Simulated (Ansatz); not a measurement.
**NiMoIrPdW in Ansatz: the effect of functional**

The system is NiMoIrPdW.

```
Ni Mo Pd Ir W
1.0
     2.76078    0.00000    0.00000
    -1.38039    2.39090    0.00000
     0.00000    0.00000   11.34051
Ni Mo Pd Ir W
1 1 1 1 1
Direct
  0.00000 0.00000 0.70917
  0.66667 0.33333 0.29425
  0.66667 0.33333 0.89901
  0.00000 0.00000 0.10604
  0.66667 0.33333 0.52921
```

The cell was built by a generator and needn't be a form met in nature.

Alike in all runs:

| Item | Value |
| --- | --- |
| Program | Ansatz 0.2.0 |
| Task | band structure |
| Potentials or basis | Ansatz PAW |
| Cutoff | 420 eV (not typed: the program's choice for these potentials) |
| k mesh | 11 × 11 × 3 |
| Occupations | fermi-dirac, width 0.05 eV |
| Spin | collinear spin, ferromagnetic start |
| Starting moments | [1.0, 1.0, 0.0, 0.6, 0.0] μB |

```csv
functional,pressure (GPa),largest force (eV/Å)
revPBE,2.7,0.33
BLYP,?,?
LDA,-14.3,0.21
```

Task: What does the run with functional BLYP give?

Result: Pressure 10.6 GPa; largest force 0.57 eV/Å.

Caveats: the PAW data sets come from PBE, with cores solved anew for the run's functional, which leaves a small shift of forces and pressure; the starting moments weren't kept.

Runs at the PBE level aren't shown here.
